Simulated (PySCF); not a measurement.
# C2H2BrF: NMR shieldings, spin-spin couplings, relativistic core levels

What do calculations give for the NMR shieldings, spin-spin couplings, relativistic core levels of C2H2BrF (`C=C(F)Br`)?

Programs: PySCF 2.14.0, with routines of our own; each step states its level. All values are computed. Atoms count from 0.

## 1. The system as given

6 atoms, charge 0, multiplicity 1; geometry from: GFN2-xTB.

## 2. Optimising the geometry at PBE0-D3(BJ)/def2-SVP

What the job is given:

```
{"job": {"xc": "PBE0", "basis": "def2-SVP", "d3": "d3bj", "grid": 1, "maxiter": 30, "shake": 0.01, "kind": "geom"}, "charge": 0, "multiplicity": 1}
C     -0.720460    -0.245720    -0.110380
C      0.461170     0.259050     0.082300
F      0.688820     1.551310     0.291920
Br     2.091980    -0.756360     0.097880
H     -1.599240     0.425090    -0.118850
H     -0.898110    -1.263380    -0.287540
```

Started as:

```sh
$ OMP_NUM_THREADS=1 python heavy_run.py task.json out
```

One launch serves the whole session: the jobs run in the order shown.

Standard output:

```text
step   0  E = -2750.44502406  max force = 0.044163
step   1  E = -2750.44102425  max force = 0.021677
step   2  E = -2750.44326382  max force = 0.015638
step   3  E = -2750.44655358  max force = 0.010967
step   4  E = -2750.44699690  max force = 0.009019
step   5  E = -2750.44808650  max force = 0.002597
step   6  E = -2750.44811805  max force = 0.000403
step   7  E = -2750.44812096  max force = 0.000126
optimisation converged
```

Wall time 25 s (1 thread of Intel Xeon Platinum 8259CL at 2.50GHz, shared host); peak memory 0.37 GiB.

Relaxation path: (the energy doesn't fall at every step)

```tsv
step	energy from step 0 (eV)	largest force component (eV/Å)
0	0.0000	2.2710
1	0.1088	1.1147
2	0.0479	0.8041
3	-0.0416	0.5639
4	-0.0537	0.4638
5	-0.0833	0.1335
6	-0.0842	0.0207
7	-0.0843	0.0065
```

Close pairs (by a distance rule), those that changed most:

```tsv
bond	before (Å)	after (Å)	change (Å)
C1–Br3	1.921	1.877	-0.045
C0–H5	1.048	1.088	+0.040
C0–C1	1.299	1.327	+0.027
C0–H4	1.106	1.092	-0.014
C1–F2	1.329	1.318	-0.010
```

The next job starts from the end point, and lists it.

```tsv
at the end point	value
point group (found at 0.08 Å tolerance)	Cs
rotational constants (GHz, main isotopes)	10.717, 3.111, 2.411
dipole moment (D)	1.17
```

## 3. NMR shieldings: PBE0/pcJ-2 Br:dyall-v3z (triple-zeta basis), spin–orbit

What the job is given:

```
{"job": {"kind": "hnmr", "xc": "PBE0", "basis": {"default": "pcJ-2", "Br": "dyall-v3z"}, "rel": "so"}, "charge": 0, "multiplicity": 1}
C     -0.617160    -0.416659     0.228182
C      0.427295     0.344466    -0.072022
F      0.862064     1.310788     0.712292
Br     1.449439     0.181018    -1.637301
H     -1.146591    -0.241092     1.166487
H     -0.945256    -1.206030    -0.445157
```

Method: PBE0/pcJ-2 Br:dyall-v3z GIAO NMR shielding, X2C with spin-orbit coupling, screened-nuclear two-electron part, Gaussian nuclei, gas phase.

Standard output:

```text
spin-free SCF
coarse grid: 27936 points
cycle   1  E = -2783.2336843907  dE =  4.327e-01  |g| = 5.737e-01  |ddm| = 1.697e+00
cycle   2  E = -2783.1497590298  dE =  8.393e-02  |g| = 8.565e-01  |ddm| = 5.833e-01
cycle   3  E = -2783.2869793627  dE = -1.372e-01  |g| = 9.359e-02  |ddm| = 3.997e-01
cycle   4  E = -2783.2884887114  dE = -1.509e-03  |g| = 5.909e-02  |ddm| = 8.922e-02
cycle   5  E = -2783.2891709573  dE = -6.822e-04  |g| = 1.206e-02  |ddm| = 3.530e-02
cycle   6  E = -2783.2891945214  dE = -2.356e-05  |g| = 3.351e-03  |ddm| = 7.335e-03
cycle   7  E = -2783.2891967789  dE = -2.257e-06  |g| = 6.515e-04  |ddm| = 2.105e-03
final grid: 57840 points
cycle   8  E = -2783.2891647211  dE = -6.111e-07  |g| = 4.504e-03  |ddm| = 1.551e-03
cycle   9  E = -2783.2891645281  dE =  1.930e-07  |g| = 1.434e-03  |ddm| = 1.455e-03
cycle  10  E = -2783.2891644138  dE =  1.142e-07  |g| = 1.643e-03  |ddm| = 1.731e-03
cycle  11  E = -2783.2891649006  dE = -4.867e-07  |g| = 1.661e-04  |ddm| = 8.983e-04
cycle  12  E = -2783.2891649071  dE = -6.495e-09  |g| = 1.294e-05  |ddm| = 8.993e-05
converged SCF energy = -2783.2891649071
two-component SCF
cycle   1  E = -2783.2214166010  dE = -2.783e+03  |FDS-SDF| = 2.628e+01
cycle   2  E = -2783.3685802265  dE = -1.472e-01  |FDS-SDF| = 9.683e-02
cycle   3  E = -2783.3687137531  dE = -1.335e-04  |FDS-SDF| = 4.144e-03
cycle   4  E = -2783.3687232755  dE = -9.522e-06  |FDS-SDF| = 1.957e-03
cycle   5  E = -2783.3687244862  dE = -1.211e-06  |FDS-SDF| = 9.846e-04
cycle   6  E = -2783.3687249892  dE = -5.030e-07  |FDS-SDF| = 1.543e-04
cycle   7  E = -2783.3687250064  dE = -1.715e-08  |FDS-SDF| = 8.248e-05
converged, E = -2783.3687250064

Field gradients (au) and densities at the nuclei (bohr^-3)
atom        Vxx        Vyy        Vzz        centre      nuclear mean
  0 C     -0.0674    -0.0938     0.1612        126.602        126.598
  1 C     -0.1084    -0.2640     0.3724        126.655        126.651
  2 F     -1.2468    -1.5757     2.8226        452.737        452.715
  3 Br    -3.8239    -4.3576     8.1815      44134.280      43494.758
  4 H     -0.1308    -0.1515     0.2824          0.466          0.466
  5 H     -0.1324    -0.1538     0.2862          0.468          0.468
without picture change
  3 Br                           8.4762                     78479.376

Core orbital energies (eV)
atom   shell        mean    spread
  3 Br 1s       -13365.359   0.000
  3 Br 2s        -1754.637   0.000
  3 Br 3s         -247.631   0.000
  3 Br 4s          -22.918   0.000
  3 Br 2p1/2     -1578.298   0.000
  3 Br 2p3/2     -1530.887   0.067
  3 Br 3p1/2      -185.927   0.000
  3 Br 3p3/2      -178.977   0.209
  3 Br 3d3/2       -72.000   0.238
  3 Br 3d5/2       -70.909   0.319

Shielding tensors (ppm)
atom      isotropic    diamagn.    paramagn.     s11        s22        s33       span
  0 C        81.20      253.90     -172.71     -19.39     119.55     143.43     162.82
  1 C        30.71      245.40     -214.69     -77.55      73.66      96.01     173.56
  2 F       233.90      466.61     -232.71     167.18     266.63     267.89     100.71
  3 Br     2271.72     2982.87     -711.15    1737.76    1893.95    3183.45    1445.70
  4 H        25.85       30.07       -4.21      22.29      24.47      30.80       8.51
  5 H        26.19       30.01       -3.82      23.64      23.88      31.06       7.42
```

Run time: 2.9 min. Hardware: 1 thread of Intel Xeon Platinum 8259CL at 2.50GHz, shared host; peak memory 1.6 GiB.

Key values:

```tsv
quantity	value
energy from spin-orbit coupling	-0.0796 Eh
```

The fields below are evaluated on a grid from the run's orbitals.

Frontier orbitals at PBE0/dyall-v3z+pcJ-2, with the share of their density that lies nearest to each atom:

```tsv
orbital	energy (eV)	lies on
HOMO	-7.54	Br3 34 %; C0 33 %; C1 19 %
LUMO	-0.24	C1 38 %; C0 25 %; H4, H5 about 11 % each
```

ELF in a plane through or near 6 of the atoms.

Ten even steps from '0' (0.00) to '9' (1.00):
```
0000000000000000000000000000
0000000000000000000000000000
0000000000000000000000000000
0000000000000011110000000000
0000000000000256653200000000
0000000132000388787510000000
0000003799600177478610000000
0000038999941157775200000000
0000048999965521431023442000
0000025899823837175578874200
0000002477482752486468875300
0000000147855544652433875300
0000000279998501443672664200
0000000399999401674224642000
0000000289997102688876520000
0000000025751001578764200000
0000000000000000245431000000
0000000000000000000000000000
0000000000000000000000000000
0000000000000000000000000000
```
The map spans 9.1 Å across and 8.2 Å up, centred on the molecule. Atoms in the plane (x, y in Å): C0 (-0.8, -0.2), C1 (0.5, 0.2), F2 (0.9, 1.5), Br3 (2.0, -0.9), H4 (-1.5, 0.6), H5 (-1.0, -1.2).

log10 of the density (e/Å³) in the same plane.

Values, 10 rows by 14 columns:
```
-4.0 -4.0 -4.0 -4.0 -4.0 -4.0 -4.0 -4.0 -4.0 -4.0 -4.0 -4.0 -4.0 -4.0
-4.0 -4.0 -4.0 -4.0 -4.0 -4.0 -3.2 -2.6 -2.4 -2.7 -3.4 -4.0 -4.0 -4.0
-4.0 -4.0 -4.0 -3.4 -2.9 -2.7 -2.0 -0.8 -0.4 -0.9 -2.1 -3.1 -4.0 -4.0
-4.0 -4.0 -3.3 -2.2 -1.4 -1.2 -1.3  0.2  1.7  0.2 -1.5 -2.4 -3.1 -3.9
-4.0 -3.9 -2.8 -1.5 -0.1  0.2 -0.1  0.2  0.2 -0.5 -1.1 -1.4 -2.1 -3.0
-4.0 -4.0 -3.0 -1.7 -0.5  0.2  1.2  0.3  0.2  0.0  0.0 -0.4 -1.4 -2.6
-4.0 -4.0 -3.5 -2.2 -0.9  0.1 -0.1 -0.8 -0.4  1.0  1.7 -0.1 -1.3 -2.5
-4.0 -4.0 -3.9 -2.7 -1.6 -1.0 -1.2 -1.6 -1.0 -0.3 -0.3 -0.8 -1.8 -3.0
-4.0 -4.0 -4.0 -3.8 -3.0 -2.7 -2.7 -2.6 -2.0 -1.6 -1.7 -2.1 -2.9 -3.8
-4.0 -4.0 -4.0 -4.0 -4.0 -4.0 -4.0 -3.7 -3.3 -3.0 -3.1 -3.4 -3.7 -4.0
```
The map spans 9.1 Å across and 8.2 Å up, centred on the molecule. Atoms in the plane (x, y in Å): C0 (-0.8, -0.2), C1 (0.5, 0.2), F2 (0.9, 1.5), Br3 (2.0, -0.9), H4 (-1.5, 0.6), H5 (-1.0, -1.2).

On the surface of density 0.002 e/bohr³ the electrostatic potential runs, from the 1st to the 99th percentile, from -0.45 V near F2 to 1.30 V near H5.

## 4. Spin-spin couplings: PBE0/pcJ-2 Br:dyall-v3z (triple-zeta basis), spin–orbit

What the job is given:

```
{"job": {"kind": "hj", "xc": "PBE0", "basis": {"default": "pcJ-2", "Br": "dyall-v3z"}, "rel": "so", "atoms": [3]}, "charge": 0, "multiplicity": 1}
C     -0.617160    -0.416659     0.228182
C      0.427295     0.344466    -0.072022
F      0.862064     1.310788     0.712292
Br     1.449439     0.181018    -1.637301
H     -1.146591    -0.241092     1.166487
H     -0.945256    -1.206030    -0.445157
```

Level: PBE0/pcJ-2 Br:dyall-v3z indirect spin-spin coupling, X2C with spin-orbit coupling, screened-nuclear two-electron part, Gaussian nuclei, gas phase.

Standard output:

```text
spin-free SCF
coarse grid: 27936 points
cycle   1  E = -2783.2336843907  dE =  4.327e-01  |g| = 5.737e-01  |ddm| = 1.697e+00
cycle   2  E = -2783.1497590298  dE =  8.393e-02  |g| = 8.565e-01  |ddm| = 5.833e-01
cycle   3  E = -2783.2869793627  dE = -1.372e-01  |g| = 9.359e-02  |ddm| = 3.997e-01
cycle   4  E = -2783.2884887114  dE = -1.509e-03  |g| = 5.909e-02  |ddm| = 8.922e-02
cycle   5  E = -2783.2891709573  dE = -6.822e-04  |g| = 1.206e-02  |ddm| = 3.530e-02
cycle   6  E = -2783.2891945214  dE = -2.356e-05  |g| = 3.351e-03  |ddm| = 7.335e-03
cycle   7  E = -2783.2891967789  dE = -2.257e-06  |g| = 6.515e-04  |ddm| = 2.105e-03
final grid: 57840 points
cycle   8  E = -2783.2891647211  dE = -6.111e-07  |g| = 4.504e-03  |ddm| = 1.551e-03
cycle   9  E = -2783.2891645281  dE =  1.930e-07  |g| = 1.434e-03  |ddm| = 1.455e-03
cycle  10  E = -2783.2891644138  dE =  1.142e-07  |g| = 1.643e-03  |ddm| = 1.731e-03
cycle  11  E = -2783.2891649006  dE = -4.867e-07  |g| = 1.661e-04  |ddm| = 8.983e-04
cycle  12  E = -2783.2891649071  dE = -6.495e-09  |g| = 1.294e-05  |ddm| = 8.993e-05
converged SCF energy = -2783.2891649071
two-component SCF
cycle   1  E = -2783.2214166010  dE = -2.783e+03  |FDS-SDF| = 2.628e+01
cycle   2  E = -2783.3685802265  dE = -1.472e-01  |FDS-SDF| = 9.683e-02
cycle   3  E = -2783.3687137531  dE = -1.335e-04  |FDS-SDF| = 4.144e-03
cycle   4  E = -2783.3687232755  dE = -9.522e-06  |FDS-SDF| = 1.957e-03
cycle   5  E = -2783.3687244862  dE = -1.211e-06  |FDS-SDF| = 9.846e-04
cycle   6  E = -2783.3687249892  dE = -5.030e-07  |FDS-SDF| = 1.543e-04
cycle   7  E = -2783.3687250064  dE = -1.715e-08  |FDS-SDF| = 8.248e-05
converged, E = -2783.3687250064

Indirect spin-spin couplings
  i        j     bonds      J/Hz   K/1e19 T2/J   anisotropy/Hz
  3  79Br   0  13C    2        0.55        0.72       -78.9
  3  79Br   1  13C    1     -248.08     -326.63       239.7
  3  79Br   2  19F    2      -86.53      -30.44       469.4
  3  79Br   4   1H    3       10.74        3.56        53.2
  3  79Br   5   1H    3       -1.72       -0.57        20.0
```

Run time: 2.2 min. Hardware: 1 thread of Intel Xeon Platinum 8259CL at 2.50GHz, shared host; peak memory 1.3 GiB.

In short:

```tsv
quantity	value
energy from spin-orbit coupling	-0.0796 Eh
```

## 5. Relativistic core levels: PBE0/pcJ-2 Br:dyall-v3z (triple-zeta basis), spin–orbit

What the job is given:

```
{"job": {"kind": "hxps", "xc": "PBE0", "basis": {"default": "pcJ-2", "Br": "dyall-v3z"}, "rel": "so", "holes": [[3, "3d"]]}, "charge": 0, "multiplicity": 1}
C     -0.617160    -0.416659     0.228182
C      0.427295     0.344466    -0.072022
F      0.862064     1.310788     0.712292
Br     1.449439     0.181018    -1.637301
H     -1.146591    -0.241092     1.166487
H     -0.945256    -1.206030    -0.445157
```

With the program's defaults for keys left out, this is: PBE0/pcJ-2 Br:dyall-v3z core ionisation, delta-SCF with one localised hole, X2C with spin-orbit coupling, screened-nuclear two-electron part, Gaussian nuclei, gas phase.

Standard output:

```text
spin-free SCF
coarse grid: 27936 points
cycle   1  E = -2783.2336843907  dE =  4.327e-01  |g| = 5.737e-01  |ddm| = 1.697e+00
cycle   2  E = -2783.1497590298  dE =  8.393e-02  |g| = 8.565e-01  |ddm| = 5.833e-01
cycle   3  E = -2783.2869793627  dE = -1.372e-01  |g| = 9.359e-02  |ddm| = 3.997e-01
cycle   4  E = -2783.2884887114  dE = -1.509e-03  |g| = 5.909e-02  |ddm| = 8.922e-02
cycle   5  E = -2783.2891709573  dE = -6.822e-04  |g| = 1.206e-02  |ddm| = 3.530e-02
cycle   6  E = -2783.2891945214  dE = -2.356e-05  |g| = 3.351e-03  |ddm| = 7.335e-03
cycle   7  E = -2783.2891967789  dE = -2.257e-06  |g| = 6.515e-04  |ddm| = 2.105e-03
final grid: 57840 points
cycle   8  E = -2783.2891647211  dE = -6.111e-07  |g| = 4.504e-03  |ddm| = 1.551e-03
cycle   9  E = -2783.2891645281  dE =  1.930e-07  |g| = 1.434e-03  |ddm| = 1.455e-03
cycle  10  E = -2783.2891644138  dE =  1.142e-07  |g| = 1.643e-03  |ddm| = 1.731e-03
cycle  11  E = -2783.2891649006  dE = -4.867e-07  |g| = 1.661e-04  |ddm| = 8.983e-04
cycle  12  E = -2783.2891649071  dE = -6.495e-09  |g| = 1.294e-05  |ddm| = 8.993e-05
converged SCF energy = -2783.2891649071
two-component SCF
cycle   1  E = -2783.2214166010  dE = -2.783e+03  |FDS-SDF| = 2.628e+01
cycle   2  E = -2783.3685802265  dE = -1.472e-01  |FDS-SDF| = 9.683e-02
cycle   3  E = -2783.3687137531  dE = -1.335e-04  |FDS-SDF| = 4.144e-03
cycle   4  E = -2783.3687232755  dE = -9.522e-06  |FDS-SDF| = 1.957e-03
cycle   5  E = -2783.3687244862  dE = -1.211e-06  |FDS-SDF| = 9.846e-04
cycle   6  E = -2783.3687249892  dE = -5.030e-07  |FDS-SDF| = 1.543e-04
cycle   7  E = -2783.3687250064  dE = -1.715e-08  |FDS-SDF| = 8.248e-05
converged, E = -2783.3687250064

Field gradients (au) and densities at the nuclei (bohr^-3)
atom        Vxx        Vyy        Vzz        centre      nuclear mean
  0 C     -0.0674    -0.0938     0.1612        126.602        126.598
  1 C     -0.1084    -0.2640     0.3724        126.655        126.651
  2 F     -1.2468    -1.5757     2.8226        452.737        452.715
  3 Br    -3.8239    -4.3576     8.1815      44134.280      43494.758
  4 H     -0.1308    -0.1515     0.2824          0.466          0.466
  5 H     -0.1324    -0.1538     0.2862          0.468          0.468
without picture change
  3 Br                           8.4762                     78479.376

Core orbital energies (eV)
atom   shell        mean    spread
  3 Br 1s       -13365.359   0.000
  3 Br 2s        -1754.637   0.000
  3 Br 3s         -247.631   0.000
  3 Br 4s          -22.918   0.000
  3 Br 2p1/2     -1578.298   0.000
  3 Br 2p3/2     -1530.887   0.067
  3 Br 3p1/2      -185.927   0.000
  3 Br 3p3/2      -178.977   0.209
  3 Br 3d3/2       -72.000   0.238
  3 Br 3d5/2       -70.909   0.319

hole in 3d5/2 of atom 3
cycle   1  E = -2780.1948612042  dE = -2.780e+03  |FDS-SDF| = 2.206e+00
cycle   2  E = -2780.3010269398  dE = -1.062e-01  |FDS-SDF| = 2.209e+00
cycle   3  E = -2780.5565973621  dE = -2.556e-01  |FDS-SDF| = 1.543e-01
cycle   4  E = -2780.5583082636  dE = -1.711e-03  |FDS-SDF| = 9.150e-02
cycle   5  E = -2780.5597346310  dE = -1.426e-03  |FDS-SDF| = 1.596e-02
cycle   6  E = -2780.5597831560  dE = -4.853e-05  |FDS-SDF| = 5.575e-03
cycle   7  E = -2780.5597904534  dE = -7.297e-06  |FDS-SDF| = 9.664e-04
cycle   8  E = -2780.5597906909  dE = -2.374e-07  |FDS-SDF| = 5.691e-04
cycle   9  E = -2780.5597907636  dE = -7.269e-08  |FDS-SDF| = 1.244e-04
converged, E = -2780.5597907636

Core binding energies (eV)
atom   line    delta-SCF   -orbital   splitting
  3 Br 3d5/2      76.552      70.91     1.091
```

Run time: 93 s. Hardware: 1 thread of Intel Xeon Platinum 8259CL at 2.50GHz, shared host; peak memory 1.4 GiB.

Key values:

```tsv
quantity	value
energy from spin-orbit coupling	-0.0796 Eh
```

## 6. Outcome

```
                                                                                         quantity                                                         value
                                                                                      point group                                                            Cs
                                                             rotational constants (main isotopes)                                         10.72, 3.11, 2.41 GHz
energy from spin-orbit coupling (step 3, PBE0/pcJ-2 Br:dyall-v3z (triple-zeta basis), spin–orbit)                                                    -0.0796 Eh
                     shieldings (step 3, PBE0/pcJ-2 Br:dyall-v3z (triple-zeta basis), spin–orbit)  C0 81.2, C1 30.7, F2 233.9, Br3 2271.7, H4 25.9, H5 26.2 ppm
                                                            surface potential, 1st and 99th percentile                                            -0.45 V and 1.30 V
energy from spin-orbit coupling (step 4, PBE0/pcJ-2 Br:dyall-v3z (triple-zeta basis), spin–orbit)                                                    -0.0796 Eh
       largest reduced coupling (step 4, PBE0/pcJ-2 Br:dyall-v3z (triple-zeta basis), spin–orbit)                     Br3–C1: J = -248.1 Hz, K = -327·10¹⁹ T²/J
       Br3 3d5/2 binding energy (step 5, PBE0/pcJ-2 Br:dyall-v3z (triple-zeta basis), spin–orbit)                                        76.6 eV, 3d3/2 77.6 eV
energy from spin-orbit coupling (step 5, PBE0/pcJ-2 Br:dyall-v3z (triple-zeta basis), spin–orbit)                                                    -0.0796 Eh
```

**Reading.** Over 7 steps the energy fell by 0.084 eV; of the close pairs, C1–Br3 changed most, 1.921 to 1.877 Å. No frequency check was run at this level, so the end point may be a saddle. In step 3, Br3 has the widest tensor, 1446 ppm.
